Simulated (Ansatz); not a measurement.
**SiHBr+ (doublet): the correlation ladder, cc-pVDZ**

How much of the correlation energy of SiHBr+ (doublet) does each wave-function method recover here?

Method: cc-pVDZ, core rule «outside noble gas», up to 19 orbitals frozen; program: Ansatz 0.2.0, Gaussian basis.

To be run: UHF; CCSD(T) on ROHF; CCSD(T) on UHF; BCCD(T) on ROHF; CISD; CCSDT(Q) on ROHF; CCSDT(Q) on UHF; CASSCF and MRCISD+Q, 11 electrons in 9 orbitals; CASSCF and NEVPT2, 11 electrons in 9 orbitals.

21 further runs of the same task are left out: 11 that didn't finish, 10 set aside as unsound or not needed.

### Step 1. The system

The geometry is a PBE0/def2-TZVP stationary point (not a proven minimum) of the parent state, kept for this charge and spin. No spin-orbit coupling is included. The filled d shell of Br may be among the frozen orbitals whatever the setting's name suggests; the logs give the count.

3 atoms, charge 1, spin multiplicity 2.

Atoms are counted from 1 here; the program's logs count them from 0.

Bond lengths: Si1–Br2 2.245 Å, Si1–H3 1.527 Å. Angles: Br2–Si1–H3 94.0°.

### Step 2. UHF

in.yaml

```yaml
crystal:
  periodic: [false, false, false]
  atoms:
    - {symbol: Si, position_ang: [0.000000, -0.096101, 1.642041]}
    - {symbol: Br, position_ang: [0.000000, 0.015864, -0.600171]}
    - {symbol: H, position_ang: [0.000000, 1.420182, 1.824017]}
basis:
  gaussian: {orbitals: cc-pVDZ}
total_charge: 1
magnetization: {spin_polarized: true, initial_magnetization: 1}
hamiltonian: {xc: hf}
output: {orbitals: {seedname: orbitals}}
```

Command:

```bash
$ ansatz run in.yaml --threads 1 --pin off --events-out ev --progress --plain --max-ram 2393MiB
```

After this run come: CCSD(T) on ROHF; CCSD(T) on UHF; BCCD(T) on ROHF; CISD; CCSDT(Q) on ROHF; CCSDT(Q) on UHF; CASSCF and MRCISD+Q, 11 electrons in 9 orbitals; CASSCF and NEVPT2, 11 electrons in 9 orbitals.

**Question.** What will the summary of the whole plan be? Wanted: UCCSDT(Q) below the RHF energy; RMP2 from UCCSDT(Q); UMP2 from UCCSDT(Q); RCCSD from UCCSDT(Q); RCCSD(T) from UCCSDT(Q); UCCSD(T) from UCCSDT(Q); RCCSDT(Q) from UCCSDT(Q); NEVPT2 valence from UCCSDT(Q); MRCISD+Q valence from UCCSDT(Q).

As calculated:

| quantity | value |
| --- | --- |
| UCCSDT(Q) below the RHF energy | -5.9604 eV |
| RMP2 from UCCSDT(Q) | +24.12 kcal/mol |
| UMP2 from UCCSDT(Q) | +23.51 kcal/mol |
| RCCSD from UCCSDT(Q) | +6.45 kcal/mol |
| RCCSD(T) from UCCSDT(Q) | +1.39 kcal/mol |
| UCCSD(T) from UCCSDT(Q) | +1.44 kcal/mol |
| RCCSDT(Q) from UCCSDT(Q) | +0.22 kcal/mol |
| NEVPT2 valence from UCCSDT(Q) | +23.50 kcal/mol |
| MRCISD+Q valence from UCCSDT(Q) | +1.38 kcal/mol |
| levels within 1 kcal/mol (43 meV) | RCCSDT, UCCSDT, RCCSDT(Q) |
| T1 diagnostic | 0.053 |
| effectively unpaired electrons | 1.03 |

**Reading.** RCCSD(T) lands +1.39 kcal/mol from the yardstick (1.0 % of the correlation energy). The occupations are near whole numbers, but T1 = 0.053 shows that the orbitals relax strongly. Of the multireference levels listed MRCISD+Q valence comes nearest in total energy (+1.38 kcal/mol), which doesn't show that its space is the better one. These misses are within one basis, not against nature; the frozen cores of restricted and unrestricted runs differ, which can shift their rows.
